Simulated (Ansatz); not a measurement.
# C3H9NOSi: one species, many methods

One table from this session's results is given with a row withheld; the runs are named, their logs left out.

The runs use Ansatz 0.2.0, Gaussian basis; functionals in def2-TZVPP, the program's frozen cores in correlated methods.

Levels to be run: PBE-D4, r2SCAN-D4, PBE0-D4, B3LYP-D4, ωB97X-V, ωB97M-V, B2PLYP; CCSD(T)/def2-TZVPP; MP2/def2-QZVPP; extrapolation to the limit.

### Structure used throughout

The geometry comes from an earlier relaxation with PBE0-D4 in a triple-zeta def2 set; it is a stationary point, not always the lowest conformer.

SMILES `C=C[SiH](N)OC`, 15 atoms, charge 0, spin multiplicity 1.

Atoms are counted from 1 here; the program's logs count them from 0.

Bond lengths: C1–C2 1.331 Å, C1–H7 1.087 Å, C1–H8 1.087 Å, C2–Si3 1.859 Å, C2–H9 1.090 Å, Si3–N4 1.709 Å, Si3–O5 1.648 Å, Si3–H10 1.481 Å, N4–H11 1.006 Å, N4–H12 1.006 Å, O5–C6 1.406 Å, C6–H13 1.096 Å, C6–H14 1.092 Å, C6–H15 1.096 Å. Angles: C2–C1–H7 122.5°, C2–C1–H8 121.3°, H7–C1–H8 116.2°, C1–C2–Si3 122.6°, C1–C2–H9 118.1°, Si3–C2–H9 119.3°, C2–Si3–N4 106.7°, C2–Si3–O5 109.4°, C2–Si3–H10 113.6°, N4–Si3–O5 115.9°, N4–Si3–H10 108.4°, O5–Si3–H10 103.1°, Si3–N4–H11 122.5°, Si3–N4–H12 122.2°, H11–N4–H12 112.0°, Si3–O5–C6 123.8°, O5–C6–H13 111.8°, O5–C6–H14 108.4° and more.

The first run:

File in.yaml:

```yaml
crystal:
  periodic: [false, false, false]
  atoms:
    - {symbol: C, position_ang: [1.245506, -0.978807, 1.605060]}
    - {symbol: C, position_ang: [1.278825, 0.205067, 0.998169]}
    - {symbol: Si, position_ang: [-0.236087, 0.999597, 0.269505]}
    - {symbol: N, position_ang: [0.261119, 1.775152, -1.169858]}
    - {symbol: O, position_ang: [-1.422429, -0.132384, 0.104505]}
    - {symbol: C, position_ang: [-1.398773, -1.153718, -0.861720]}
    - {symbol: H, position_ang: [2.128646, -1.433861, 2.045744]}
    - {symbol: H, position_ang: [0.320677, -1.542556, 1.693918]}
    - {symbol: H, position_ang: [2.232170, 0.730255, 0.949708]}
    - {symbol: H, position_ang: [-0.857675, 2.011570, 1.154728]}
    - {symbol: H, position_ang: [-0.327099, 2.424480, -1.664081]}
    - {symbol: H, position_ang: [0.987411, 1.401580, -1.756682]}
    - {symbol: H, position_ang: [-0.564291, -1.846584, -0.702583]}
    - {symbol: H, position_ang: [-2.332281, -1.715562, -0.791355]}
    - {symbol: H, position_ang: [-1.315720, -0.744229, -1.875046]}
basis:
  gaussian: {orbitals: def2-TZVPP}
hamiltonian: {xc: pbe, dispersion: d4}
output: {forces: true, orbitals: {seedname: orbitals}}
```

Launch:

```bash
ansatz run in.yaml --threads 2 --pin off --events-out ev --progress --plain --max-ram 32768MiB --backend cuda --devices 0, --max-vram 18GiB
```

Among the steps run: PBE-D4 (GGA); r2SCAN-D4 (meta-GGA); PBE0-D4 (hybrid); B3LYP-D4 (hybrid); ωB97X-V (range-separated); ωB97M-V (range-separated); B2PLYP (double hybrid); CCSD(T) in def2-TZVPP; MP2 in def2-QZVPP.

One of the session's tables, all rows but one given; the rest of the session is left out.

| method | atomisation energy (kJ/mol) |
| --- | --- |
| PBE-D4 | 5932.6 |
| r2SCAN-D4 | 5831.2 |
| PBE0-D4 | 5833.0 |
| B3LYP-D4 | 5845.4 |
| ωB97X-V | 5847.9 |
| ωB97M-V | 5855.4 |
| B2PLYP | 5778.3 |
| HF/def2-TZVPP | 4244.4 |
| MP2/def2-TZVPP | 5762.4 |
| CCSD/def2-TZVPP | ? |
| CCSD(T)/def2-TZVPP | 5682.8 |
| MP2/CBS | 5919.0 |
| CCSD(T)/CBS | 5839.4 |

Estimate the missing values for CCSD/def2-TZVPP.

**Answer.** atomisation energy (kJ/mol): 5600.7. In the column «atomisation energy (kJ/mol)» it lies between HF/def2-TZVPP (4244.4) and CCSD(T)/def2-TZVPP (5682.8).

Limits of these values: Free atoms (3 C, 1 Si, 1 N, 1 O, 9 H) were run apart at each level; the atomisation energy is their sum less the molecule, without zero-point or spin-orbit terms.
